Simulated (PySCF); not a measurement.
**CH₁₁NSSi₃: NMR shifts at several levels of theory**

How much do the NMR shifts of CH₁₁NSSi₃ (`CS[SiH2]N([SiH3])[SiH3]`) depend on the level of theory, and what does each level cost?

Computed with PySCF 2.14.0, with density-fitted response routines of our own, on a single molecule in the gas phase. Atoms count from 0, in the outputs and in this text.

### 1 Starting geometry

17 atoms, charge 0, multiplicity 1; geometry from: GFN2-xTB.

Bonds of the start (Å): C0–S1 1.82, S1–Si2 2.14, Si2–N3 1.74, N3–Si4 1.75, N3–Si5 1.75, C0–H6 1.09, C0–H7 1.08, C0–H8 1.09, Si2–H9 1.45, Si2–H10 1.46, Si4–H11 1.46, Si4–H12 1.46, Si4–H13 1.46, Si5–H14 1.46, Si5–H15 1.46, Si5–H16 1.46.

### 2 Geometry optimisation at PBE0-D3(BJ)/def2-SVP

What the job is given:

```
{"job": {"xc": "PBE0", "basis": "def2-SVP", "d3": "d3bj", "grid": 1, "kind": "geom"}, "charge": 0, "multiplicity": 1}
C      2.412014     0.481895     0.949447
S      1.836388     1.706491    -0.271202
Si     0.285610     0.582387    -1.224294
N     -0.726707    -0.162361    -0.025227
Si    -1.190310    -1.834885    -0.230779
Si    -1.543634     0.859548     1.141985
H      1.553875     0.059982     1.464353
H      3.052717     1.007949     1.649082
H      2.973936    -0.297014     0.443409
H     -0.422838     1.560422    -2.034619
H      0.906917    -0.482940    -2.001950
H     -2.157929    -1.939331    -1.325656
H      0.021324    -2.591476    -0.547463
H     -1.764952    -2.283015     1.033249
H     -2.759042     1.409506     0.537117
H     -1.852913     0.005224     2.286595
H     -0.631453     1.929648     1.532602
```

The program printed:

```text
step   0  E = -1365.13615017  max force = 0.015875
step   1  E = -1365.14211901  max force = 0.003385
step   2  E = -1365.14244538  max force = 0.001051
step   3  E = -1365.14258663  max force = 0.000961
step   4  E = -1365.14281245  max force = 0.002243
step   5  E = -1365.14307800  max force = 0.002309
step   6  E = -1365.14322393  max force = 0.000944
step   7  E = -1365.14329966  max force = 0.000518
step   8  E = -1365.14337783  max force = 0.001243
step   9  E = -1365.14355090  max force = 0.002681
step  10  E = -1365.14371551  max force = 0.002301
step  11  E = -1365.14395709  max force = 0.001576
step  12  E = -1365.14409513  max force = 0.002731
step  13  E = -1365.14429858  max force = 0.000624
step  14  E = -1365.14435292  max force = 0.000822
step  15  E = -1365.14443783  max force = 0.000907
step  16  E = -1365.14453215  max force = 0.000607
step  17  E = -1365.14454793  max force = 0.000370
step  18  E = -1365.14455806  max force = 0.000839
step  19  E = -1365.14457361  max force = 0.000894
step  20  E = -1365.14458707  max force = 0.000489
step  21  E = -1365.14458944  max force = 0.000164
optimisation converged
```

It took 4.6 min on 1 thread, shared host.

Along the way:

| step | energy from step 0 (eV) | largest force component (eV/Å) |
| --- | --- | --- |
| 0 | 0.0000 | 0.8163 |
| 1 | -0.1624 | 0.1741 |
| 2 | -0.1713 | 0.0540 |
| 3 | -0.1751 | 0.0494 |
| 4 | -0.1813 | 0.1153 |
| 5 | -0.1885 | 0.1187 |
| 6 | -0.1925 | 0.0485 |
| 7 | -0.1945 | 0.0266 |
| 8 | -0.1967 | 0.0639 |
| 9 | -0.2014 | 0.1379 |
| 10 | -0.2059 | 0.1183 |
| 11 | -0.2124 | 0.0810 |
| 12 | -0.2162 | 0.1404 |
| 13 | -0.2217 | 0.0321 |
| 14 | -0.2232 | 0.0423 |
| 15 | -0.2255 | 0.0466 |
| 16 | -0.2281 | 0.0312 |
| 17 | -0.2285 | 0.0190 |
| 18 | -0.2288 | 0.0431 |
| 19 | -0.2292 | 0.0460 |
| 20 | -0.2296 | 0.0251 |
| 21 | -0.2296 | 0.0084 |

Close pairs (by a distance rule), those that changed most:

| bond | before (Å) | after (Å) | change (Å) |
| --- | --- | --- | --- |
| Si2–H10 | 1.458 | 1.495 | +0.037 |
| Si2–H9 | 1.454 | 1.490 | +0.036 |
| Si4–H13 | 1.459 | 1.494 | +0.035 |
| Si5–H15 | 1.461 | 1.495 | +0.034 |
| Si4–H12 | 1.463 | 1.496 | +0.032 |
| Si5–H16 | 1.459 | 1.492 | +0.032 |
| Si4–H11 | 1.465 | 1.495 | +0.030 |
| Si5–H14 | 1.465 | 1.493 | +0.028 |

The final coordinates are the input of the step that follows.

| at the end point | value |
| --- | --- |
| point group (found at 0.08 Å tolerance) | C1 |
| rotational constants (GHz, main isotopes) | 1.966, 0.982, 0.861 |
| dipole moment (D) | 1.33 |

### 3 NMR shieldings: PBE0/cc-pVDZ

What the job is given:

```
{"job": {"kind": "nmr", "xc": "PBE0", "basis": "cc-pVDZ", "pop": true}, "charge": 0, "multiplicity": 1}
C      2.360089     0.458641     0.644167
S      1.608458     1.833778    -0.286286
Si    -0.004958     0.785704    -1.214771
N     -1.009305     0.029400     0.001441
Si    -1.250351    -1.708687    -0.006198
Si    -1.626955     1.040365     1.304455
H      1.608218    -0.061699     1.253800
H      3.113131     0.899371     1.310575
H      2.853450    -0.255871    -0.029480
H     -0.722765     1.829895    -1.999364
H      0.470939    -0.313099    -2.110469
H     -2.098089    -2.153444    -1.153956
H      0.060198    -2.423531    -0.096291
H     -1.923966    -2.081691     1.273562
H     -2.963400     0.525502     1.727111
H     -0.723670     1.035092     2.496035
H     -1.763904     2.437071     0.798789
```

Method: GIAO PBE0/cc-pVDZ NMR shielding, non-relativistic, gas phase.

The program printed:

```text
coarse grid: 15464 points
cycle   1  E = -1365.5142784322  dE =  1.858e-01  |g| = 4.436e-01  |ddm| = 6.849e+00
cycle   2  E = -1365.4651789152  dE =  4.910e-02  |g| = 6.382e-01  |ddm| = 1.719e+00
cycle   3  E = -1365.5584762925  dE = -9.330e-02  |g| = 8.802e-02  |ddm| = 9.173e-01
cycle   4  E = -1365.5604440028  dE = -1.968e-03  |g| = 2.652e-02  |ddm| = 2.177e-01
cycle   5  E = -1365.5606704858  dE = -2.265e-04  |g| = 5.873e-03  |ddm| = 7.137e-02
cycle   6  E = -1365.5606815991  dE = -1.111e-05  |g| = 1.043e-03  |ddm| = 1.407e-02
cycle   7  E = -1365.5606819158  dE = -3.167e-07  |g| = 4.161e-04  |ddm| = 3.011e-03
final grid: 128816 points
cycle   8  E = -1365.5840113182  dE = -5.507e-06  |g| = 7.583e-03  |ddm| = 4.306e-02
cycle   9  E = -1365.5839919137  dE =  1.940e-05  |g| = 1.169e-02  |ddm| = 2.959e-02
cycle  10  E = -1365.5840254680  dE = -3.355e-05  |g| = 1.127e-03  |ddm| = 1.753e-02
cycle  11  E = -1365.5840257710  dE = -3.031e-07  |g| = 1.756e-04  |ddm| = 1.893e-03
cycle  12  E = -1365.5840257799  dE = -8.825e-09  |g| = 4.082e-05  |ddm| = 3.301e-04
cycle  13  E = -1365.5840257804  dE = -4.995e-10  |g| = 1.277e-05  |ddm| = 9.242e-05
converged SCF energy = -1365.5840257804

GIAO shielding tensors (ppm)
atom      isotropic    diamagn.    paramagn.     s11        s22        s33       span
  0 C      184.017     248.155     -64.138    172.474    178.472    201.105     28.631
  1 S      696.340    1058.996    -362.657    624.478    678.645    785.895    161.417
  2 Si     429.461     883.788    -454.327    375.596    432.730    480.057    104.461
  3 N      276.986     308.814     -31.828    248.322    284.038    298.596     50.274
  4 Si     456.794     882.467    -425.674    419.289    431.798    519.294    100.005
  5 Si     459.166     881.918    -422.752    423.873    436.979    516.645     92.772
  6 H       29.173      33.454      -4.281     23.195     29.431     34.895     11.699
  7 H       29.422      29.064       0.358     23.878     26.574     37.814     13.936
  8 H       29.428      30.862      -1.434     24.738     26.364     37.182     12.444
  9 H       26.109      29.746      -3.637     21.883     24.274     32.171     10.288
 10 H       25.938      31.397      -5.460     21.375     25.166     31.271      9.896
 11 H       26.557      29.250      -2.693     22.695     24.229     32.746     10.051
 12 H       26.561      31.200      -4.639     22.371     25.879     31.433      9.062
 13 H       26.516      29.965      -3.449     22.861     25.157     31.529      8.669
 14 H       26.628      29.023      -2.395     22.952     24.843     32.088      9.136
 15 H       26.665      30.379      -3.714     22.577     25.417     32.000      9.423
 16 H       26.429      29.393      -2.964     22.890     25.112     31.283      8.393
```

Wall time 24 s (1 thread, shared host).

The references, computed at this level on geometries of the same kind, shield at (ppm): 1H TMS 31.29, 13C TMS 196.8, 29Si TMS 418.6, 15N NH3 273.1, 33S CS2 549. Their shielding less the atom's gives the shift. The references are single molecules in the gas phase, so shifts against H2O, NH3, PH3, H3PO4 or CFCl3 are not on the usual liquid scales and can be off by tens of ppm. Atoms listed in one row are averaged.

| atoms | environment | σ (ppm) | δ (ppm) |
| --- | --- | --- | --- |
| C0 | methyl carbon bonded to S | 184.0 | 12.7 |
| H9, H10 | hydrogen on a silicon bonded to N, S | 26.02 | 5.27 |
| H11, H12, H13, H14, H15, H16 | hydrogen on a silicon bonded to N | 26.56 | 4.73 |
| H6, H7, H8 | hydrogen on a methyl carbon bonded to S | 29.34 | 1.95 |
| S1 | sulfur bonded to C, Si | 696 | -147 |
| Si2 | silicon bonded to N, S, 2 H | 429.5 | -10.9 |
| Si4, Si5 | silicon bonded to N, 3 H | 458.0 | -39.4 |
| N3 | nitrogen bonded to 3 Si | 277.0 | -3.9 |

Charges from the same density, by scheme (e):

| atoms | Mulliken | IAO | Hirshfeld | ESP fit |
| --- | --- | --- | --- | --- |
| C0 | -0.20 | -0.49 | -0.11 | -0.35 |
| S1 | -0.18 | -0.17 | -0.08 | -0.18 |
| Si2 | 0.39 | 0.76 | 0.32 | 0.16 |
| N3 | -0.60 | -1.00 | -0.33 | -0.19 |
| Si4, Si5 | 0.33 | 0.69 | 0.33 | 0.21 |

Mayer bond orders: C0–S1 1.02, S1–Si2 1.11, Si2–N3 1.03, N3–Si4 1.04, N3–Si5 1.02.

### 4 Nuclear shieldings: PBE0/aug-cc-pVDZ

The job, as its differences from that of step 3:

```diff
@@ -1,2 +1,2 @@
-{"job": {"kind": "nmr", "xc": "PBE0", "basis": "cc-pVDZ", "pop": true}, "charge": 0, "multiplicity": 1}
+{"job": {"kind": "nmr", "xc": "PBE0", "basis": "aug-cc-pVDZ", "pop": true}, "charge": 0, "multiplicity": 1}
 C      2.360089     0.458641     0.644167
```

Level: GIAO PBE0/aug-cc-pVDZ NMR shielding, non-relativistic, gas phase.

The program printed:

```text
coarse grid: 15464 points
cycle   1  E = -1365.5260559882  dE =  1.766e-01  |g| = 4.547e-01  |ddm| = 9.748e+00
cycle   2  E = -1365.4691028608  dE =  5.695e-02  |g| = 6.685e-01  |ddm| = 2.346e+00
cycle   3  E = -1365.5717508448  dE = -1.026e-01  |g| = 9.136e-02  |ddm| = 1.340e+00
cycle   4  E = -1365.5738525706  dE = -2.102e-03  |g| = 2.895e-02  |ddm| = 3.114e-01
cycle   5  E = -1365.5741207875  dE = -2.682e-04  |g| = 6.392e-03  |ddm| = 8.158e-02
cycle   6  E = -1365.5741339614  dE = -1.317e-05  |g| = 1.186e-03  |ddm| = 1.745e-02
cycle   7  E = -1365.5741343849  dE = -4.235e-07  |g| = 4.548e-04  |ddm| = 4.340e-03
final grid: 128816 points
cycle   8  E = -1365.5975765941  dE = -1.366e-05  |g| = 7.628e-03  |ddm| = 1.774e-01
cycle   9  E = -1365.5975562340  dE =  2.036e-05  |g| = 1.187e-02  |ddm| = 3.826e-02
cycle  10  E = -1365.5975907018  dE = -3.447e-05  |g| = 1.183e-03  |ddm| = 2.261e-02
cycle  11  E = -1365.5975910389  dE = -3.371e-07  |g| = 1.975e-04  |ddm| = 2.642e-03
cycle  12  E = -1365.5975910498  dE = -1.087e-08  |g| = 5.942e-05  |ddm| = 5.062e-04
cycle  13  E = -1365.5975910509  dE = -1.148e-09  |g| = 1.474e-05  |ddm| = 1.930e-04
cycle  14  E = -1365.5975910510  dE = -6.548e-11  |g| = 4.052e-06  |ddm| = 4.701e-05
converged SCF energy = -1365.5975910510

GIAO shielding tensors (ppm)
atom      isotropic    diamagn.    paramagn.     s11        s22        s33       span
  0 C      182.520     211.473     -28.953    169.569    176.668    201.323     31.755
  1 S      695.206    1054.330    -359.124    618.585    679.173    787.862    169.277
  2 Si     423.995     894.288    -470.293    367.467    429.352    475.167    107.699
  3 N      275.152     280.749      -5.597    248.163    281.833    295.459     47.296
  4 Si     453.022     895.385    -442.363    414.457    424.190    520.418    105.961
  5 Si     455.861     894.047    -438.186    420.032    428.878    518.673     98.641
  6 H       29.182      32.106      -2.924     23.371     29.341     34.834     11.463
  7 H       29.349      35.407      -6.057     23.961     26.575     37.512     13.551
  8 H       29.386      33.071      -3.685     24.612     26.375     37.171     12.559
  9 H       26.022      27.198      -1.175     21.907     24.258     31.902      9.994
 10 H       25.847      30.980      -5.133     21.422     25.164     30.955      9.533
 11 H       26.456      29.870      -3.415     22.688     24.143     32.536      9.848
 12 H       26.483      33.137      -6.654     22.298     25.838     31.313      9.015
 13 H       26.470      30.865      -4.394     22.914     25.080     31.417      8.503
 14 H       26.579      29.100      -2.521     23.053     24.779     31.904      8.851
 15 H       26.562      31.557      -4.995     22.545     25.384     31.757      9.212
 16 H       26.409      29.180      -2.770     22.913     25.075     31.241      8.328
```

Run time: 51 s. Hardware: 1 thread, shared host.

In short: δ C0 12.6, S1 -137, Si2 -7.3, Si4 -37.7, H9 5.46, H11 4.90 ppm (means over like atoms).

### 5 Shielding tensors: PBE0/pcSseg-0

The job, as its differences from that of step 4:

```diff
@@ -1,2 +1,2 @@
-{"job": {"kind": "nmr", "xc": "PBE0", "basis": "aug-cc-pVDZ", "pop": true}, "charge": 0, "multiplicity": 1}
+{"job": {"kind": "nmr", "xc": "PBE0", "basis": "pcSseg-0", "pop": true}, "charge": 0, "multiplicity": 1}
 C      2.360089     0.458641     0.644167
```

Method: GIAO PBE0/pcSseg-0 NMR shielding, non-relativistic, gas phase.

The program printed:

```text
coarse grid: 15464 points
cycle   1  E = -1363.6615461369  dE =  8.108e-02  |g| = 4.663e-01  |ddm| = 4.007e+00
cycle   2  E = -1363.6192983376  dE =  4.225e-02  |g| = 6.442e-01  |ddm| = 1.349e+00
cycle   3  E = -1363.7119416306  dE = -9.264e-02  |g| = 9.687e-02  |ddm| = 8.169e-01
cycle   4  E = -1363.7144486548  dE = -2.507e-03  |g| = 2.278e-02  |ddm| = 1.917e-01
cycle   5  E = -1363.7146073140  dE = -1.587e-04  |g| = 5.217e-03  |ddm| = 4.899e-02
cycle   6  E = -1363.7146150933  dE = -7.779e-06  |g| = 9.823e-04  |ddm| = 1.059e-02
final grid: 128816 points
cycle   7  E = -1363.8511660163  dE = -9.511e-06  |g| = 4.791e-03  |ddm| = 2.116e-02
cycle   8  E = -1363.8511584316  dE =  7.585e-06  |g| = 7.344e-03  |ddm| = 1.519e-02
cycle   9  E = -1363.8511716005  dE = -1.317e-05  |g| = 6.947e-04  |ddm| = 9.556e-03
cycle  10  E = -1363.8511717101  dE = -1.097e-07  |g| = 1.176e-04  |ddm| = 9.270e-04
cycle  11  E = -1363.8511717142  dE = -4.075e-09  |g| = 2.766e-05  |ddm| = 2.317e-04
cycle  12  E = -1363.8511717144  dE = -2.246e-10  |g| = 9.451e-06  |ddm| = 5.720e-05
converged SCF energy = -1363.8511717144

GIAO shielding tensors (ppm)
atom      isotropic    diamagn.    paramagn.     s11        s22        s33       span
  0 C      179.258     254.672     -75.414    166.320    172.963    198.492     32.172
  1 S      723.983    1056.657    -332.674    656.138    716.003    799.807    143.669
  2 Si     376.373     877.899    -501.526    291.787    376.905    460.427    168.639
  3 N      312.340     328.330     -15.990    278.587    317.461    340.972     62.386
  4 Si     419.176     878.198    -459.022    352.680    378.263    526.586    173.906
  5 Si     422.073     877.872    -455.799    360.677    381.789    523.753    163.075
  6 H       31.255      29.527       1.728     24.826     32.158     36.780     11.953
  7 H       30.871      30.689       0.182     25.004     27.644     39.964     14.961
  8 H       31.319      30.255       1.064     26.823     27.990     39.144     12.320
  9 H       27.377      29.506      -2.129     22.278     25.626     34.227     11.949
 10 H       27.338      29.387      -2.049     22.018     26.742     33.254     11.236
 11 H       27.813      29.033      -1.220     23.153     25.552     34.734     11.581
 12 H       27.863      28.931      -1.068     22.814     27.229     33.547     10.733
 13 H       27.854      29.506      -1.651     23.324     26.407     33.832     10.508
 14 H       27.945      29.328      -1.383     23.419     26.100     34.315     10.895
 15 H       27.910      28.539      -0.628     23.132     26.781     33.818     10.686
 16 H       27.708      29.044      -1.336     23.380     26.210     33.534     10.154
```

It took 10 s on 1 thread, shared host.

In short: δ C0 14.3, S1 -209, Si2 -27.9, Si4 -72.1, H9 5.47, H11 4.98 ppm (means over like atoms).

### 6 Side by side: NMR shifts

Shifts (ppm) of some atoms, chosen among heavy atoms and hydrogens apart, means over like atoms, with basis size and wall time:

| run | C0 | H11 | H6 | S1 | Si2 | Si4 | N3 | functions | time |
| --- | --- | --- | --- | --- | --- | --- | --- | --- | --- |
| PBE0/cc-pVDZ | 12.7 | 4.73 | 1.95 | -147 | -10.9 | -39.4 | -3.9 | 155 | 24 s |
| PBE0/aug-cc-pVDZ | 12.6 | 4.90 | 2.09 | -137 | -7.3 | -37.7 | -5.3 | 253 | 51 s |
| PBE0/pcSseg-0 | 14.3 | 4.98 | 1.68 | -209 | -27.9 | -72.1 | -46.3 | 92 | 10 s |

### 7 Outcome

| quantity | value |
| --- | --- |
| point group | C1 |
| rotational constants (main isotopes) | 1.97, 0.98, 0.86 GHz |
| 13C shifts against TMS (PBE0/cc-pVDZ) | 12.7 ppm |
| 1H shifts against TMS (PBE0/cc-pVDZ, means over atoms taken as alike) | 5.27, 4.73, 1.95 ppm |
| 33S shifts against CS2 (PBE0/cc-pVDZ) | -147 ppm |
| 29Si shifts against TMS (PBE0/cc-pVDZ, means over atoms taken as alike) | -10.9, -39.4 ppm |
| 15N shifts against NH3 (PBE0/cc-pVDZ) | -3.9 ppm |
| range of the shift of S1 | -209 to -137 ppm |

**Reading.** Single values in the summary come from the first run of each kind that ended normally (PBE0/cc-pVDZ), which need not be the best level. The optimisation took 21 steps and gained 0.230 eV; among the close pairs (by a distance rule), Si2–H10 changed most, from 1.458 to 1.495 Å. At PBE0/cc-pVDZ: Shielding is most anisotropic at S1 (span 161 ppm, paramagnetic term -363 ppm). Across the 3 runs the shift of S1 moves most, between -209 (PBE0/pcSseg-0) and -137 ppm (PBE0/aug-cc-pVDZ). Part of that comes from the computed reference.
